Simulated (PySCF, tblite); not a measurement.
# C₃H₇FO₃Si₂: geometry, infrared bands and NMR shifts

Wanted: the infrared bands and NMR shifts of C₃H₇FO₃Si₂ (`O=C(O)[C@@H]1C[Si@@H](F)O[SiH2]1`), by calculation.

The runs use tblite 0.8.0 and PySCF 2.14.0, with density-fitted response routines of our own; the level of theory stands in each step. All values are computed, except where a source is named. Atoms are numbered from 0 throughout.

## Step 1: The starting structure

16 atoms, charge 0, multiplicity 1; geometry from: force field or distance geometry start.

Bonds of the start (Å): O0–C1 1.22, C1–O2 1.35, C1–C3 1.50, C3–C4 1.55, C4–Si5 1.94, Si5–F6 1.59, Si5–O7 1.70, O7–Si8 1.71, Si8–C3 1.95, O2–H9 0.98, C3–H10 1.09, C4–H11 1.09, C4–H12 1.09, Si5–H13 1.48, Si8–H14 1.48, Si8–H15 1.49.

## Step 2: Geometry optimisation with GFN2-xTB

Job settings and geometry (Å):

```
{"job": {"kind": "relax", "xc": "GFN2-xTB", "basis": "xTB"}, "charge": 0, "multiplicity": 1}
O      1.610900     0.673900     1.520400
C      1.625600     0.400300     0.327300
O      2.638500     0.841800    -0.444500
C      0.602500    -0.364500    -0.461000
C     -0.483800     0.610600    -0.991500
Si    -1.945900     0.651700     0.275900
F     -3.316700     0.653800    -0.539100
O     -1.720300    -0.854200     1.031700
Si    -0.299700    -1.709400     0.625200
H      3.208700     1.349500     0.162100
H      1.108600    -0.890400    -1.276600
H     -0.100900     1.618700    -1.171100
H     -0.896900     0.226500    -1.929500
H     -1.825600     1.769800     1.240400
H     -0.664500    -2.859700    -0.223700
H      0.451900    -2.109400     1.842600
```

Command:

```
> OMP_NUM_THREADS=1 python probes_run.py task.json out
```

The driver reads the jobs from task.json and runs them one after another.

**Question.** This job is followed by: GFN2-xTB harmonic vibrations, gas phase; GIAO PBE0/pcSseg-1 NMR shielding, non-relativistic, gas phase. Predict these results of the whole session: strongest single infrared mode (GFN2-xTB); zero-point energy (GFN2-xTB); 13C shifts against TMS (PBE0/pcSseg-1); 1H shifts against TMS (PBE0/pcSseg-1); 17O shifts against H2O (PBE0/pcSseg-1); 29Si shifts against TMS (PBE0/pcSseg-1); 19F shifts against CFCl3 (PBE0/pcSseg-1).

The runs gave:

| quantity | value |
| --- | --- |
| strongest single infrared mode (GFN2-xTB) | 1729 cm⁻¹, 451 km/mol |
| zero-point energy (GFN2-xTB) | 63.7 kcal/mol |
| 13C shifts against TMS (PBE0/pcSseg-1) | 186.6, 35.9, 18.2 ppm |
| 1H shifts against TMS (PBE0/pcSseg-1) | 6.14, 5.46, 5.14, 4.92, 2.69, 1.22, 0.97 ppm |
| 17O shifts against H2O (PBE0/pcSseg-1) | 420.1, 205.6, 60.2 ppm |
| 29Si shifts against TMS (PBE0/pcSseg-1) | -1.8, -11.2 ppm |
| 19F shifts against CFCl3 (PBE0/pcSseg-1) | -145.4 ppm |

The optimisation took 115 steps and gained 0.542 eV; among the close pairs (by a distance rule), O7–Si8 changed most, from 1.707 to 1.621 Å. All 42 modes are real, so the xTB geometry is a minimum. The strongest single mode, at 1729 cm⁻¹, moves mainly C1 and O0. GFN2-xTB is a fitted tight-binding method: band positions and strengths are rough. Its intensities can rank the bands wrongly. At PBE0/pcSseg-1: The largest span, 618 ppm, is at O0, where the paramagnetic term is -490 ppm.
